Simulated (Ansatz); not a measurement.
# Na3YbGeSe: the cost of one run

Program: Ansatz 0.2.0. Level of theory: DFT PBE, scalar-relativistic, plane waves, PAW, unless a step names another level. These are calculated values, not measurements.

10 further runs of the same task are left out: 3 that didn't finish, 7 set aside as unsound or not needed.

## Step 1: Plan

Pauling electronegativities: Na 0.93, Yb 1.10, Ge 2.01, Se 2.55 (spread 1.62). The formula balances with common oxidation states: Yb +3, Na +1, Se -2, Ge -4. Tabulated atomic sizes suggest about 21 Å³/atom. 20 candidates were drawn, by swapping species into database cells of other compounds, at random by space group and Wyckoff sites, or by hand, as the table says:

| name | made from | space group no. | Wyckoff sites | atoms (primitive cell) | V (Å³/atom) |
| --- | --- | --- | --- | --- | --- |
| c01 | random | 183 | Na 3c; Yb 1a; Ge 1a; Se 1a | 6 | 27.0 |
| c02 | random | 65 | Na 4k, 2c; Yb 2d; Ge 2a; Se 2b | 6 | 23.1 |
| c03 | random | 123 | Na 1a, 2h; Yb 1b; Ge 1d; Se 1c | 6 | 23.2 |
| c04 | random | 47 | Na 2s, 1f; Yb 1a; Ge 1b; Se 1d | 6 | 24.4 |
| c05 | random | 47 | Na 2r, 1a; Yb 1f; Ge 1g; Se 1e | 6 | 27.2 |
| c06 | random | 65 | Na 4e, 2a; Yb 2d; Ge 2b; Se 2c | 6 | 26.4 |
| c07 | database cell of YSiBRh3 | 187 | Na 3k; Yb 1a; Ge 1c; Se 1e | 6 | 22.7 |
| c08 | random | 47 | Na 2r, 1c; Yb 1b; Ge 1h; Se 1e | 6 | 22.1 |
| c09 | random | 65 | Na 4l, 2b; Yb 2a; Ge 2c; Se 2d | 6 | 24.5 |
| c10 | random | 123 | Na 2f, 1c; Yb 1a; Ge 1b; Se 1d | 6 | 25.2 |
| c11 | random | 123 | Na 2h, 1c; Yb 1b; Ge 1d; Se 1a | 6 | 26.8 |
| c12 | database cell of LaAlCuNi3 | 187 | Na 3k; Yb 1e; Ge 1c; Se 1a | 6 | 22.5 |
| c13 | database cell of LiGeSbTe3 | 156 | Na 1c, 1b, 1a; Yb 1b; Ge 1c; Se 1a | 6 | 22.9 |
| c14 | random | 99 | Na 1a, 2c; Yb 1b; Ge 1a; Se 1a | 6 | 26.2 |
| c15 | database cell of LaAlCuNi3 | 187 | Na 3k; Yb 1e; Ge 1a; Se 1c | 6 | 22.5 |
| c16 | random | 156 | Na 1c, 1a, 1c; Yb 1b; Ge 1b; Se 1a | 6 | 22.7 |
| c17 | random | 160 | Na 9b; Yb 3a; Ge 3a; Se 3a | 6 | 25.3 |
| c18 | random | 156 | Na 1a, 1a, 1c; Yb 1a; Ge 1b; Se 1c | 6 | 25.4 |
| c19 | database cell of LiGeSbTe3 | 156 | Na 1c, 1b, 1a; Yb 1b; Ge 1a; Se 1c | 6 | 22.9 |
| c20 | database cell of YSiBRh3 | 187 | Na 3k; Yb 1a; Ge 1e; Se 1c | 6 | 22.7 |

## Step 2: Screening run of c01

Input file input.yaml:

```yaml
crystal:
  lattice:
    - [5.20071472, 0.0, 0.0]
    - [-2.60035736, 4.50395107, 0.0]
    - [0.0, 0.0, 6.90454007]
  atoms:
    - { symbol: Na, position: [0.5, 0.0, 0.22835662] }
    - { symbol: Na, position: [0.0, 0.5, 0.22835662] }
    - { symbol: Na, position: [0.5, 0.5, 0.22835662] }
    - { symbol: Yb, position: [0.0, 0.0, 0.39365226], spin: 1.0 }
    - { symbol: Ge, position: [0.0, 0.0, 0.04861687] }
    - { symbol: Se, position: [0.0, 0.0, 0.78390306] }
basis:
  ecutwfc: 420
kpoints:
  mp_grid: { grid: [3, 3, 2] }
hamiltonian:
  xc: pbe
scf:
  occupations: { method: gaussian, width: 0.15 }
  lower_state_search: "off"
output:
  forces: true
  stress: true
  eigenvalues: true
  populations: true
magnetization:
  spin_polarized: true
relax:
  adjacent_minimum: "off"
  f_tol: 0.08
  max_steps: 16
  cell: { stress_tol: 0.8 }
```

On the command line:

```bash
$ ansatz run input.yaml --threads 1 --pin off --max-ram 2560MiB --backend cpu --events-out ev --progress --plain --runs-dir out
```

Q: Estimate wall time and peak memory on 1 thread of Arm Neoverse V1, shared host.

About 5.1 min, with a peak of 0.58 GiB.
